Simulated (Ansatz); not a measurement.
NiMoIrPdW: projected density of states with PBE+U

NiMoIrPdW:

```
Ni Mo Pd Ir W
1.0
     2.34460   -1.43138    0.00906
     2.34460    1.43138    0.00906
    -2.20600    0.00000   10.92374
Ni Mo Pd Ir W
1 1 1 1 1
Direct
  0.49838 0.49838 0.29525
  0.31773 0.31773 0.91207
  0.24733 0.24733 0.49061
  0.74982 0.74982 0.10802
  0.68673 0.68673 0.69406
```

The cell was built by a generator and needn't be a form met in nature.

```
Program             : Ansatz 0.2.0
Task                : projected density of states
Functional          : PBE
Potentials or basis : Ansatz PAW
Cutoff              : 420 eV (not typed: the program's choice for these potentials)
k mesh              : 11 × 11 × 3
Occupations         : fermi-dirac, width 0.05 eV
Spin                : collinear spin, ferromagnetic start
Starting moments    : [1.0, 1.0, 0.0, 0.6, 0.0] μB
Hubbard terms       : Ir d U = 8 eV, Mo d U = 8 eV, Ni d U = 8 eV, Pd d U = 8 eV, W d U = 8 eV
Hubbard projectors  : ortho-atomic (the default)
Double counting     : fll (the default)
```

```
Pressure                             : 57.6 GPa
Largest force                        : 2.402 eV/Å
Band gap on the k mesh               : none (metal or under the smearing width)
Net moment                           : 0.30 μB per cell
Absolute moment                      : 9.89 μB per cell
Site moments                         : Ni +0.97; Mo +3.27; Pd -0.13; Ir -0.62; W -3.01 μB
Density of states at the Fermi level : 1.22 states/eV per cell
```

Forces in eV/Å, atoms in the order of the input:
```
Ni  -0.118  0.048  0.890
Mo  -0.031  0.042 -1.517
Pd  -0.045  0.001 -1.809
Ir   0.243 -0.074  2.388
W   -0.049 -0.017  0.048
```

Stress tensor (GPa, compression positive):
```
67.19  0.23  0.15
 0.23 60.70  0.19
 0.15  0.19 44.84
```

Levels at points of the mesh, in eV from the Fermi level:
Spin up:
| k point | band 38 | band 39 | band 40 | band 41 | band 42 | band 43 | band 44 | band 45 |
| --- | --- | --- | --- | --- | --- | --- | --- | --- |
| (0.00, 0.00, 0.00) | -3.38 | -2.97 | -2.66 | -1.76 | -1.08 | -0.79 | -0.35 | 2.21 |
Spin down:
| k point | band 39 | band 40 | band 41 | band 42 | band 43 | band 44 |
| --- | --- | --- | --- | --- | --- | --- |
| (0.00, 0.00, 0.00) | -2.24 | -1.87 | -1.68 | -1.27 | -0.88 | -0.09 |

States per cell in windows of 0.5 eV (zero at the Fermi level; states under -8 eV left out):
```csv
from (eV),up,down,Ni 3d up,Pd 4d up,Ni 3d down,Ir 5d down,Pd 4d down,Ir 5d up
-8.0,0.67,0.62,0.02,0.00,0.01,0.09,0.10,0.11
-7.5,0.48,0.90,0.06,0.02,0.03,0.28,0.23,0.11
-7.0,1.55,1.46,0.29,0.43,0.06,0.53,0.45,0.27
-6.5,1.52,1.33,0.29,0.57,0.05,0.37,0.42,0.22
-6.0,1.58,1.23,0.37,0.53,0.09,0.25,0.44,0.22
-5.5,1.97,1.73,0.58,0.61,0.33,0.45,0.52,0.28
-5.0,1.88,1.72,0.64,0.52,0.28,0.45,0.54,0.27
-4.5,1.93,1.61,0.58,0.57,0.37,0.40,0.43,0.28
-4.0,1.95,1.59,0.66,0.59,0.49,0.33,0.35,0.24
-3.5,1.67,1.44,0.63,0.45,0.45,0.32,0.28,0.24
-3.0,1.34,1.64,0.52,0.25,0.63,0.30,0.31,0.27
-2.5,0.82,1.85,0.13,0.15,0.72,0.32,0.33,0.27
-2.0,0.53,1.09,0.05,0.03,0.34,0.18,0.21,0.22
-1.5,0.81,0.44,0.07,0.02,0.04,0.10,0.05,0.38
-1.0,0.40,0.31,0.02,0.02,0.02,0.08,0.02,0.14
-0.5,0.34,0.28,0.01,0.02,0.01,0.05,0.01,0.08
0.0,0.34,0.26,0.01,0.02,0.01,0.04,0.01,0.05
0.5,0.34,0.31,0.01,0.01,0.01,0.04,0.01,0.05
1.0,0.43,0.37,0.01,0.01,0.01,0.03,0.01,0.06
1.5,0.51,0.46,0.01,0.01,0.01,0.03,0.01,0.07
2.0,0.64,0.51,0.01,0.02,0.01,0.03,0.01,0.05
2.5,0.64,0.70,0.00,0.02,0.01,0.04,0.01,0.05
3.0,0.60,0.59,0.00,0.01,0.02,0.02,0.01,0.15
3.5,0.73,0.50,0.01,0.01,0.04,0.02,0.01,0.21
4.0,0.50,0.71,0.00,0.01,0.14,0.02,0.01,0.16
4.5,0.61,0.86,0.00,0.01,0.35,0.03,0.01,0.11
5.0,0.47,0.79,0.00,0.01,0.27,0.02,0.01,0.06
5.5,0.59,0.69,0.00,0.01,0.08,0.02,0.00,0.05
6.0,0.49,0.72,0.00,0.01,0.03,0.02,0.00,0.02
6.5,0.57,0.57,0.00,0.01,0.01,0.01,0.00,0.01
7.0,0.62,0.51,0.00,0.01,0.01,0.01,0.00,0.01
7.5,0.58,0.47,0.00,0.00,0.01,0.01,0.00,0.01
```

Eigenvalues of the final occupation matrices:
```
  site  spin  trace               eigenvalues
site 1     1   4.90  0.97 0.98 0.98 0.98 0.99
site 1     2   3.91  0.02 0.96 0.97 0.98 0.98
site 2     1   4.68  0.90 0.94 0.94 0.95 0.95
site 2     2   0.46  0.06 0.06 0.08 0.11 0.15
site 3     1   4.81  0.94 0.96 0.96 0.97 0.97
site 3     2   4.89  0.97 0.97 0.98 0.98 0.98
site 4     1   3.77  0.11 0.90 0.91 0.92 0.94
site 4     2   4.54  0.86 0.89 0.91 0.94 0.95
site 5     1   0.44  0.07 0.08 0.09 0.09 0.11
site 5     2   4.49  0.85 0.86 0.89 0.94 0.95
```

It took 17 min on 8 threads of Intel(R) Xeon(R) Platinum 8375C CPU @ 2.90GHz (Ice Lake), on a shared host, peak memory 4.7 GiB.

Caveat: the magnetic or orbital state may not be the lowest; a pressure of tens of GPa on the cell as given is suspect, and the run, the potentials or the cell itself is likely at fault; the U is typed as a test and isn't derived for this compound; forces of over 1 eV/Å show positions far from the minimum, so gaps and moduli don't describe the material at rest; the starting moments weren't kept. The run has no spin-orbit coupling, so splittings on Ir, W are missing.
